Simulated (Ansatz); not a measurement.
# W, 1 atoms: making the run faster

Wanted: the time that a single point at PBE takes for W, and which launch flags, input keys and shares of the machine shorten it.

Program: Ansatz 0.2.0 (single point, PBE, plane waves PAW). Host: AMD EPYC 7R13 (Zen 3), 96 cores, 96 hardware threads, 1656 GiB, 8 × H100 80GB HBM3, 81559 MiB; it was booked for these runs alone, one at a time. Each run is timed once from launch to exit, start-up included.

**1. The system**

The cell holds 1 atoms in 16 Å³.

**2. First run**

input.yaml reads:

```yaml
crystal:
  lattice:
    - [-1.585158, 1.585158, 1.585158]
    - [1.585158, -1.585158, 1.585158]
    - [1.585158, 1.585158, -1.585158]
  atoms:
    - { symbol: W, position: [0.000000, 0.000000, 0.000000] }
kpoints:
  mp_grid: { grid: [10, 10, 10] }
hamiltonian:
  xc: pbe
  pseudopotentials: { azcp: { folder: soft_1 } }
scf:
  occupations: { method: fermi_dirac, width: 0.1 }
output: { forces: true, stress: true }
```

Started as:

```sh
ansatz run input.yaml --backend cuda --devices 1 --events-out ev --progress --plain --runs-dir out
```

**3. Change: x lda**

input.yaml, as its differences from that of step 2:

```diff
@@ -10,3 +10,3 @@
 hamiltonian:
-  xc: pbe
+  xc: lda
   pseudopotentials: { azcp: { folder: soft_1 } }
```

**4. Change: f 4**

input.yaml, as its differences from that of step 3:

```diff
@@ -10,3 +10,3 @@
 hamiltonian:
-  xc: lda
+  xc: r2scan
   pseudopotentials: { azcp: { folder: soft_1 } }
```

**5. Change: f 6**

input.yaml, as its differences from that of step 4:

```diff
@@ -10,6 +10,7 @@
 hamiltonian:
-  xc: r2scan
-  pseudopotentials: { azcp: { folder: soft_1 } }
+  xc: pbe
+  pseudopotentials: { kind: paw_fr, azcp: { folder: soft_1 } }
+magnetization: { noncollinear: true, spin_orbit: true }
 scf:
   occupations: { method: fermi_dirac, width: 0.1 }
-output: { forces: true, stress: true }
+output: { eigenvalues: true }
```

**6. Change: f 3**

input.yaml reads:

```yaml
crystal:
  lattice:
    - [-1.585158, 1.585158, 1.585158]
    - [1.585158, -1.585158, 1.585158]
    - [1.585158, 1.585158, -1.585158]
  atoms:
    - { symbol: W, position: [0.000000, 0.000000, 0.000000] }
kpoints:
  mp_grid: { grid: [10, 10, 10] }
  band_path: { path: [[0, 0, 0], [0.5, 0, 0], [0.5, 0.5, 0], [0, 0, 0], [0.5, 0.5, 0.5]], npoints: 15 }
hamiltonian:
  xc: pbe
  pseudopotentials: { azcp: { folder: soft_1 } }
scf:
  occupations: { method: fermi_dirac, width: 0.1 }
output: { eigenvalues: true, dos: {} }
```

**7. Change: f 8**

input.yaml reads:

```yaml
crystal:
  lattice:
    - [-1.585158, 1.585158, 1.585158]
    - [1.585158, -1.585158, 1.585158]
    - [1.585158, 1.585158, -1.585158]
  atoms:
    - { symbol: W, position: [0.000000, 0.000000, 0.000000] }
kpoints:
  mp_grid: { grid: [10, 10, 10] }
hamiltonian:
  xc: pbe
  pseudopotentials: { kind: all_electron, lapw: {} }
scf:
  occupations: { method: fermi_dirac, width: 0.1 }
output: { forces: true, stress: true }
```

**8. Change: f 150**

input.yaml, as its differences from that of step 7:

```diff
@@ -10,4 +10,4 @@
 hamiltonian:
-  xc: pbe
-  pseudopotentials: { kind: all_electron, lapw: {} }
+  xc: hse06
+  pseudopotentials: { azcp: { folder: soft_1 } }
 scf:
```

**9. Change: f 20**

input.yaml, as its differences from that of step 8:

```diff
@@ -10,3 +10,3 @@
 hamiltonian:
-  xc: hse06
+  xc: pbe
   pseudopotentials: { azcp: { folder: soft_1 } }
@@ -14,2 +14,2 @@
   occupations: { method: fermi_dirac, width: 0.1 }
-output: { forces: true, stress: true }
+phonons: { method: dfpt, qpoints: [[0, 0, 0]] }
```

(Steps that only read results are left out.)

**Question.** How long do these runs take on this host, and what pays? Wanted: reference; best change; worst change.

As calculated:

| quantity | value |
| --- | --- |
| reference | 1.7 s on 1 GPU, 48 threads |
| best change | none beyond the noise |
| worst change | f 150: 4.3 times as slow |

**Reading.** Changes under about 18 % are taken as noise (0.3 s of jitter at start-up on so short a run). No change beats the defaults here. f 150 costs most. The figures hold for this build, input and host.
